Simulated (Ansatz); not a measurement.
Which YAML input does this script hand to the engine? (the Ansatz DFT code, driven from Python)

Typed at the interpreter:
```pycon
>>> import itertools
>>> import warnings
>>> import ansatz as az
>>> from ase.data import atomic_numbers, covalent_radii
>>> import numpy as np
>>> import pandas as pd
>>> warnings.simplefilter('ignore', az.DeckWarning)
>>> system = (
...     az.Crystal.molecule()
...     .atom('B', [1.6767, 0.088, -0.2108])
...     .atom('P', [0.3277, -1.291, -0.2012])
...     .atom('Si', [-1.3565, 0.1374, -0.1506])
...     .atom('F', [-1.1311, 1.2419, 1.1042])
...     .atom('H', [1.8527, 0.7346, -1.1834])
...     .atom('H', [2.305, 0.3076, 0.7648])
...     .atom('H', [0.3648, -1.4762, 1.2392])
...     .atom('H', [-2.6107, -0.5977, 0.0697])
...     .atom('H', [-1.4285, 0.8555, -1.4318])
... )
>>> calc = (
...     system.calculation()
...     .basis(gaussian='def2-SVP')
...     .functional('b3lyp', dispersion='d3bj')
... )
>>> symbols = [site.symbol for site in system.cartesian_sites]
>>> start = np.array([site.position_ang for site in system.cartesian_sites], dtype=float)
>>> def progress(event):
...     if event['event'] == 'relax_step':
...         row = event['data']
...         print(f'step {row["step"]:3d}  E = {row["lagrangian_ev"]:.6f} eV  largest force component {row["allowed_force_max_ev_ang"]:.4f} eV/A')
...
>>> rep = calc.relax(force_tolerance=0.02, max_steps=100).session().plan().execute(on_event=progress).report
step   1  E = -20635.369472 eV  largest force component 1.1609 eV/A
step   2  E = -20635.467321 eV  largest force component 0.8897 eV/A
step   3  E = -20635.527543 eV  largest force component 0.4892 eV/A
step   4  E = -20635.553513 eV  largest force component 0.2198 eV/A
step   5  E = -20635.564510 eV  largest force component 0.1490 eV/A
step   6  E = -20635.571766 eV  largest force component 0.1107 eV/A
step   7  E = -20635.577624 eV  largest force component 0.0419 eV/A
step   8  E = -20635.575801 eV  largest force component 0.1435 eV/A
step   9  E = -20635.578999 eV  largest force component 0.0172 eV/A
step  10  E = -20635.579835 eV  largest force component 0.0369 eV/A
step  11  E = -20635.576253 eV  largest force component 0.2049 eV/A
step  12  E = -20635.579565 eV  largest force component 0.0593 eV/A
step  13  E = -20635.579940 eV  largest force component 0.0075 eV/A
>>> end = np.array(rep['positions_ang'])
>>> for key in ('converged', 'free_energy_ev', 'reference_energy_ev', 'n_frozen', 'n_occupied', 'n_virtual'):
...     print(f'{key:22s} {rep[key]}')
...
converged              True
free_energy_ev         -20635.580195779494
reference_energy_ev    -20635.215851178662
n_frozen               0
n_occupied             [24, 24]
n_virtual              [65, 65]
>>> # pairs closer than 1.2 times the sum of covalent radii, before or after
>>> radius = [covalent_radii[atomic_numbers[s]] for s in symbols]
>>> span = lambda where, i, j: np.linalg.norm(where[i] - where[j])
>>> bonded = [(i, j) for i, j in itertools.combinations(range(len(symbols)), 2) if min(span(start, i, j), span(end, i, j)) < 1.2 * (radius[i] + radius[j])]
>>> print('pair        before    after (A)')
pair        before    after (A)
>>> for i, j in bonded:
...     print(f'{symbols[i]}{i}-{symbols[j]}{j}'.ljust(10), f'{span(start, i, j):8.4f} {span(end, i, j):8.4f}')
...
B0-P1        1.9291   1.8670
B0-H4        1.1811   1.2040
B0-H5        1.1810   1.2024
P1-Si2       2.2089   2.2360
P1-H6        1.4527   1.4205
Si2-F3       1.6868   1.6313
Si2-H7       1.4703   1.4858
Si2-H8       1.4705   1.4844
>>> charges = rep['charge_distribution']
>>> table = pd.DataFrame({'atom': symbols, 'mulliken': charges['mulliken_charges_e'], 'lowdin': charges['lowdin_charges_e']})
>>> table.round(3)
  atom  mulliken  lowdin
0    B    -0.031  -0.231
1    P    -0.093   0.277
2   Si     0.634   0.243
3    F    -0.341  -0.046
4    H    -0.002  -0.022
5    H     0.005  -0.024
6    H     0.006  -0.019
7    H    -0.086  -0.092
8    H    -0.091  -0.087
>>> print('dipole (e A):', np.round(charges['dipole_moment_e_ang'], 4) + 0.0)
dipole (e A): [-0.0899 -0.2023 -0.0583]
```

`input.yaml`:
```yaml
crystal:
  periodic: [false, false, false]
  atoms:
    - { symbol: B, position_ang: [1.6767, 0.088, -0.2108] }
    - { symbol: P, position_ang: [0.3277, -1.291, -0.2012] }
    - { symbol: Si, position_ang: [-1.3565, 0.1374, -0.1506] }
    - { symbol: F, position_ang: [-1.1311, 1.2419, 1.1042] }
    - { symbol: H, position_ang: [1.8527, 0.7346, -1.1834] }
    - { symbol: H, position_ang: [2.305, 0.3076, 0.7648] }
    - { symbol: H, position_ang: [0.3648, -1.4762, 1.2392] }
    - { symbol: H, position_ang: [-2.6107, -0.5977, 0.0697] }
    - { symbol: H, position_ang: [-1.4285, 0.8555, -1.4318] }
basis:
  gaussian:
    orbitals: def2-SVP
hamiltonian:
  xc: b3lyp
  dispersion: d3bj
relax:
  f_tol: 0.02
  max_steps: 100
```

What to keep in mind:
- The settings weren't tested for convergence.
- The end point is the stationary point reached from this start; no frequency run checks that it is a minimum, and the basis set is modest.
- The Löwdin charges here are taken after orthogonalising the functions within each atom; they differ from plain Löwdin charges, and their signs can be unphysical.
- Total less reference energy is the dispersion correction.
- b3lyp holds the VWN-RPA fit, as in Gaussian; the form of ORCA and Turbomole is b3lyp5.
- Wall time of the script: 43 s on 1 thread of Arm Neoverse V2, with other jobs on the host, peak memory 0.29 GiB.
